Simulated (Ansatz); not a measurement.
## LaMg, space group Pm-3m: the spin response to a magnetic field, step by step

Computed with Ansatz 0.2.0, Python API.

Contents of `lamg.xyz`:
```text
2
Lattice="3.965 0.0 0.0 0.0 3.965 0.0 0.0 0.0 3.965" Properties=species:S:1:pos:R:3 pbc="T T T"
La    1.98250000    1.98250000    1.98250000
Mg    0.00000000    0.00000000    0.00000000
```

Run as a notebook:

**Cell 1**
```python
import ansatz as az
import numpy as np
import pandas as pd

SMEARING = 'Gaussian'
MESH = (4, 4, 4)
SCF_TOL = 1e-05
XC = 'PBEsol'
```

**Cell 2**
```python
lamg = az.Crystal.from_extxyz('lamg.xyz')
```

**Cell 3**
```python
calc = (
    lamg.calculation()
    .occupations(SMEARING)
    .kpoints(*MESH)
    .pseudopotentials('nc')
    .scf(tolerance=SCF_TOL)
    .eigensolver('davidson', mixed_precision=False)
    .functional(XC)
    .spin('collinear')
)
rows = []
for tesla in [0, 100, 200, 400]:
    summary = (calc.magnetic_field(tesla) if tesla else calc).run(threads=1, pin='off').report
    rows.append((tesla, summary['magnetization_mub'], summary['free_energy_ev'], summary['components'].get('e_zeeman', 0.0)))
print(pd.DataFrame(rows, columns=['B (T)', 'moment muB', 'F eV', 'Zeeman term eV']).round(4).to_string(index=False))
slope = np.polyfit([row[0] for row in rows], [row[1] for row in rows], 1)[0]
print(f'dM/dB = {1000 * slope:.4f} muB per 1000 T per cell')
```
Output:
```text
DeckWarning: basis.ecutwfc = 1496.626244 eV, auto-derived from the records' recommended cutoffs: set by La (normal level)
RunWarning: this spin-polarised run has no starting moment large enough to seed its density, so its SCF can try parallel moments of its own, which can die out, and starts no order whose moments cancel. Behind that start scf.lower_state_search: light tries no [...]
 B (T)  moment muB       F eV  Zeeman term eV
     0      0.0000 -2569.4542          0.0000
   100      0.0137 -2569.4542         -0.0001
   200      0.0262 -2569.4543         -0.0003
   400      0.0450 -2569.4548         -0.0010
dM/dB = 0.1115 muB per 1000 T per cell
```

Reading the output:
- These settings explore the input space; cutoff and mesh may be short of convergence.
- For a metal this k-point mesh is coarse: on a finer one energies can move by several to tens of meV an atom and pressures by half a GPa or more, differences at one mesh by less.
- The starting cell is as deposited in a crystallographic database; the results hold for this polymorph, which needn't be the stable one.
- Warnings are shown shortened and without file and line.
- Orbital magnetism is left out. The response of a metal hangs strongly on mesh and smearing, and a straight-line fit holds only where the moment is linear in the field.
- Timing: 38 s on 1 thread of Intel(R) Xeon(R) Platinum 8488C (Sapphire Rapids) (shared host), peak memory 0.59 GiB.

(Lines on the test bed's own set-up are left out of the output.)
